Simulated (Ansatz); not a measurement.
# BaMgSbF: further runs on the relaxed cell

Aim: for BaMgSbF, relax it again with other functionals.

Computed with Ansatz 0.2.0 (DFT PBE, scalar-relativistic, plane waves, PAW, unless a step's input says otherwise).

### Step 1. The system as given

The structure is tetragonal, space group P4/nmm (No. 129). Conventional cell: a = 4.613 Å, b = 4.613 Å, c = 9.964 Å, α = 90.00°, β = 90.00°, γ = 90.00°. Around Ba (site symmetry 4mm) lie 4 F at 2.70 Å. Around Sb (site symmetry 4mm) lie 4 Mg at 2.90 Å. Around Mg (site symmetry -4m2) lie 4 Sb at 2.90 Å and 4 Mg at 3.26 Å. F (site symmetry -4m2) is surrounded by 4 Ba at 2.70 Å.

Structure file:

```cif
data_structure
_symmetry_space_group_name_H-M 'P 1'
_symmetry_Int_Tables_number 1
_cell_length_a 4.6134
_cell_length_b 4.6134
_cell_length_c 9.9637
_cell_angle_alpha 90.000
_cell_angle_beta 90.000
_cell_angle_gamma 90.000
_cell_volume 212.06
loop_
_atom_site_label
_atom_site_type_symbol
_atom_site_fract_x
_atom_site_fract_y
_atom_site_fract_z
_atom_site_occupancy
Ba1 Ba 0.50000 0.00000 0.14039 1
Ba2 Ba 0.00000 0.50000 0.85961 1
Sb1 Sb 0.50000 0.00000 0.67603 1
Sb2 Sb 0.00000 0.50000 0.32397 1
Mg1 Mg 0.50000 0.50000 0.50000 1
Mg2 Mg 0.00000 0.00000 0.50000 1
F1 F 0.50000 0.50000 0.00000 1
F2 F 0.00000 0.00000 0.00000 1
```

This cell was relaxed beforehand with the same method: volume 26.51 Å³/atom, gap on the mesh 1.24 eV.

### Step 2. Relaxing with PBEsol

input.yaml reads:

```yaml
crystal:
  lattice:
    - [4.6133502368, 0.0, 0.0]
    - [0.0, 4.6133502368, 0.0]
    - [0.0, 0.0, 9.9636604083]
  atoms:
    - { symbol: Ba, position: [0.5, 0.0, 0.1403855618] }
    - { symbol: Ba, position: [0.0, 0.5, 0.8596144382] }
    - { symbol: Sb, position: [0.5, 0.0, 0.6760309134] }
    - { symbol: Sb, position: [0.0, 0.5, 0.3239690866] }
    - { symbol: Mg, position: [0.5, 0.5, 0.5] }
    - { symbol: Mg, position: [0.0, 0.0, 0.5] }
    - { symbol: F, position: [0.5, 0.5, 0.0] }
    - { symbol: F, position: [0.0, 0.0, 0.0] }
basis:
  ecutwfc: 420
kpoints:
  mp_grid: { grid: [6, 6, 4] }
hamiltonian:
  xc: pbesol
scf:
  occupations: { method: gaussian, width: 0.02 }
output:
  forces: true
  stress: true
  eigenvalues: true
  write_density: true
  write_potential: true
  elf: true
  volumetric_format: npy
relax:
  adjacent_minimum: "off"
  f_tol: 0.005
  max_steps: 50
  cell: { stress_tol: 0.05 }
```

Started as:

```sh
> ansatz run input.yaml --threads 4 --pin off --max-ram 10240MiB --backend cpu --events-out ev --progress --plain --runs-dir out
```

### Step 3. The cell under PBE+D3(BJ)

input.yaml, as its differences from that of step 2:

```diff
@@ -19,3 +19,4 @@
 hamiltonian:
-  xc: pbesol
+  xc: pbe
+  dispersion: d3bj
 scf:
@@ -26,6 +27,2 @@
   eigenvalues: true
-  write_density: true
-  write_potential: true
-  elf: true
-  volumetric_format: npy
 relax:
```

### Step 4. The cell under LDA

input.yaml, as its differences from that of step 3:

```diff
@@ -19,4 +19,3 @@
 hamiltonian:
-  xc: pbe
-  dispersion: d3bj
+  xc: lda
 scf:
@@ -27,2 +26,6 @@
   eigenvalues: true
+  write_density: true
+  write_potential: true
+  elf: true
+  volumetric_format: npy
 relax:
```

### Step 5. The cell under r2SCAN

input.yaml, as its differences from that of step 4:

```diff
@@ -15,3 +15,3 @@
 basis:
-  ecutwfc: 420
+  ecutwfc: 500
 kpoints:
@@ -19,3 +19,3 @@
 hamiltonian:
-  xc: lda
+  xc: r2scan
 scf:
@@ -26,6 +26,2 @@
   eigenvalues: true
-  write_density: true
-  write_potential: true
-  elf: true
-  volumetric_format: npy
 relax:
```

(Steps that only read results are left out.)

Q: Predict the outcome of this session.

The runs gave:

The volumes rise in the order LDA, PBEsol, PBE+D3(BJ), r2SCAN, PBE, over 9.6 %. Spin-orbit coupling is left out, which matters for the bands of Sb.
